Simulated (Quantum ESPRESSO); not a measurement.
Runs of Quantum ESPRESSO 7.5 on Hf. The cell holds a slab with vacuum, 7 atoms: a = 3.197 Å, b = 3.197 Å, c = 30.173 Å, α = 90.00°, β = 90.00°, γ = 120.00°. The slab is cut from a database's or a generator's crystal, which needn't be the stable form of the element.

```csv
smearing,gap on the mesh (eV),largest force (eV/Å),work function (eV)
fermi-dirac 0.2 eV,none,(a),4.33
fermi-dirac 0.1 eV,none,0.71,4.36
fermi-dirac 0.05 eV,none,0.76,4.38
fermi-dirac 0.01 eV,none,0.77,4.36
fermi-dirac 0.025 eV,none,0.77,4.38
```

Alike in all rows: task work function; level PBE; potentials or basis PseudoDojo 0.4.1 SR PBE standard; no spin polarisation; cell as given; k mesh 10 × 10 × 1; cutoff (eV) 789.

**Question.** Estimate the missing entries.

**Answer.** (a) 0.61.

A k mesh can miss the band edges, and the runs leave out spin-orbit coupling on Hf.

A gap of «none» marks a metal or a gap under the smearing width.

Not every run made on this cell is shown here.
